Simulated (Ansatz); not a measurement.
# NaCl: a run for elastic constants

The task is a run for elastic constants on NaCl. The structure is shown as the input types it.

The COD entry's cell or inner coordinates are ideal or old and differ from later refinements, so a difference from it is no clean test against experiment.

Computed with Ansatz 0.2.0 (DFT, LDA, PAW with Ansatz's default frozen-core files, scalar-relativistic; elastic constants from stresses of strained cells, unless a step's input says otherwise).

### Step 1. The structure to begin with

The structure is cubic, space group Fm-3m (No. 225). Conventional cell: a = 5.464 Å, b = 5.464 Å, c = 5.464 Å, α = 90.00°, β = 90.00°, γ = 90.00°. Na (site symmetry m-3m) is surrounded by 6 Cl at 2.73 Å. Around Cl (site symmetry m-3m) lie 6 Na at 2.73 Å.

As a file:

```
Na Cl
1.0
     0.00000    2.73220    2.73220
     2.73220    0.00000    2.73220
     2.73220    2.73220    0.00000
Na Cl
1 1
Direct
  0.00000 0.00000 0.00000
  0.50000 0.50000 0.50000
```

### Step 2. Running it

input.yaml reads:

```yaml
crystal:
  lattice:
    - [0.0, 2.73219616675, 2.73219616675]
    - [2.73219616675, 0.0, 2.73219616675]
    - [2.73219616675, 2.73219616675, 0.0]
  atoms:
    - { symbol: Na, position: [0.0, 0.0, 0.0] }
    - { symbol: Cl, position: [0.5, 0.5, 0.5] }
kpoints:
  mp_grid: { grid: [8, 8, 8] }
scf:
  Occupations: { method: fixed }
  max_iter: 80
hamiltonian:
  xc: lda
  pseudopotentials: { kind: paw }
elastic:
  mode: relaxed_ion
  stencil: two_point
  amplitude: 0.003
```

On the command line:

```bash
ansatz run input.yaml --threads 1 --pin off --max-ram 2560MiB --backend cpu --events-out ev --progress --plain --runs-dir out
```

What happens when this is run?

The run ended at the input check. The line that matters: «line 12 column 3: unknown field `Occupations`, expected one of max_iter, algorithm, n_extra_bands, self_checks, convergence, ...»

The suspect setting: scf.max_iter is 80. A key is misspelt, and the program accepts no key that it doesn't know.

Remedy: correct the name of the key.
